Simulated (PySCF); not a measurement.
# C3H5I: the cost of one run

Programs: PySCF 2.14.0, with routines of our own; each step states its level. All values are computed. Atoms count from 0.

## 1. The starting structure

9 atoms, charge 0, multiplicity 1; geometry from: GFN2-xTB.

## 2. Optimising the geometry at PBE0-D3(BJ)/def2-SVP

What the job is given:

```
{"job": {"xc": "PBE0", "basis": "def2-SVP", "d3": "d3bj", "grid": 1, "maxiter": 30, "shake": 0.01, "kind": "geom"}, "charge": 0, "multiplicity": 1}
C     -1.396560     0.181530     0.117930
C     -0.247240     0.188850    -0.492170
C      0.943110    -0.451630     0.070910
I      2.482040     1.051580     0.625140
H     -1.570260    -0.265360     1.063810
H     -2.280640     0.682170    -0.332700
H     -0.096610     0.674910    -1.448070
H      0.760500    -0.995890     0.984630
H      1.463480    -1.083310    -0.623220
```

Started as:

```sh
OMP_NUM_THREADS=1 python heavy_run.py task.json out
```

This one command runs all jobs of the session in turn.

**Question.** How long does this first job take on 1 thread of Intel Xeon Gold 6455B, shared host, and how much memory does it need?

About 18 s, with a peak of 0.39 GiB.
